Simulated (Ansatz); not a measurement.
**CH4ClFOSn: a ladder of functionals and wavefunction methods**

How much do the methods differ for CH4ClFOSn? The plan is to run it at one geometry with functionals of several rungs and with coupled cluster. The yardstick is the atomisation energy at the CCSD(T) limit.

Program: Ansatz 0.2.0, Gaussian basis. Level of theory: functionals in def2-TZVPP, the program's frozen cores in correlated methods. These are calculated values, not measurements.

Levels to be run: PBE-D4, r2SCAN-D4, PBE0-D4, B3LYP-D4, ωB97X-V, ωB97M-V, B2PLYP; CCSD(T)/def2-TZVPP; MP2/def2-QZVPP; extrapolation to the limit.

### 1 Structure used throughout

All runs share one geometry, relaxed beforehand with PBE0-D4 in a triple-zeta def2 set. Sn takes the def2 core potential; no spin-orbit term is included.

SMILES `O[CH2][SnH]([F])[Cl]`, 9 atoms, charge 0, spin multiplicity 1.

Atoms are counted from 1 here; the program's logs count them from 0.

Bond lengths: O1–C2 1.410 Å, O1–H6 0.961 Å, C2–Sn3 2.144 Å, C2–H7 1.096 Å, C2–H8 1.095 Å, Sn3–F4 1.920 Å, Sn3–Cl5 2.321 Å, Sn3–H9 1.696 Å. Angles: C2–O1–H6 109.0°, O1–C2–Sn3 106.4°, O1–C2–H7 113.1°, O1–C2–H8 113.0°, Sn3–C2–H7 107.2°, Sn3–C2–H8 107.7°, H7–C2–H8 109.1°, C2–Sn3–F4 105.8°, C2–Sn3–Cl5 109.3°, C2–Sn3–H9 121.2°, F4–Sn3–Cl5 103.7°, F4–Sn3–H9 106.3°, Cl5–Sn3–H9 109.0°.

### 2 PBE-D4 (GGA)

File in.yaml:

```yaml
crystal:
  periodic: [false, false, false]
  atoms:
    - {symbol: O, position_ang: [-0.050614, 0.962127, 1.546754]}
    - {symbol: C, position_ang: [-0.646506, 0.044318, 0.656856]}
    - {symbol: Sn, position_ang: [0.763403, -0.263292, -0.929118]}
    - {symbol: F, position_ang: [0.921886, -2.167078, -1.124527]}
    - {symbol: Cl, position_ang: [-0.177424, 0.420622, -2.937426]}
    - {symbol: H, position_ang: [-0.656506, 1.132638, 2.273378]}
    - {symbol: H, position_ang: [-0.838025, -0.933351, 1.113236]}
    - {symbol: H, position_ang: [-1.573601, 0.419923, 0.211004]}
    - {symbol: H, position_ang: [2.346087, 0.337690, -0.827259]}
basis:
  gaussian: {orbitals: def2-TZVPP}
hamiltonian: {xc: pbe, dispersion: d4}
output: {forces: true, orbitals: {seedname: orbitals}}
```

Run with:

```bash
$ ansatz run in.yaml --threads 4 --pin off --events-out ev --progress --plain --max-ram 10444MiB
```

Further steps of the session: r2SCAN-D4 (meta-GGA); PBE0-D4 (hybrid); B3LYP-D4 (hybrid); ωB97X-V (range-separated); ωB97M-V (range-separated); B2PLYP (double hybrid); CCSD(T) in def2-TZVPP; MP2 in def2-QZVPP.

Q: Predict the results of all the runs planned. Wanted: atomisation energy, CCSD(T)/CBS; farthest; mean size of error, hybrid; mean size of error, range-separated; gap, smallest and largest; T1 diagnostic; triples share of the correlation energy.

The runs gave:

```
                               quantity                                 value
        atomisation energy, CCSD(T)/CBS                        716.1 kcal/mol
functionals within 7.2 kcal/mol (1.0 %)           r2SCAN-D4, ωB97X-V, ωB97M-V
                               farthest               B2PLYP (-18.6 kcal/mol)
             mean size of error, hybrid                         11.8 kcal/mol
    mean size of error, range-separated                          4.1 kcal/mol
              gap, smallest and largest  5.29 eV (PBE-D4), 12.14 eV (ωB97X-V)
                          T1 diagnostic                                0.0123
triples share of the correlation energy                                 3.3 %
```

What this shows: PBE-D4 is off by +8.3 kcal/mol. Double hybrids carry the basis error of their MP2 part in triple zeta, and no dispersion term here, so their miss is partly the set-up's. Misses under about 7.2 kcal/mol are within the doubt on the reference itself, which lacks core-valence correlation, spin-orbit coupling and higher excitations, and its outer-core shells are covered unevenly. All levels share the lack of spin-orbit coupling, which lowers the free heavy atoms and so the true binding. Hartree-Fock recovers 68 % of the binding; the rest is correlation. The gap grows from 5.3 to 12.1 eV across the functionals, mostly with the share of exact exchange. Correlated methods include outer-core shells of Sn, which these sets cover unevenly.
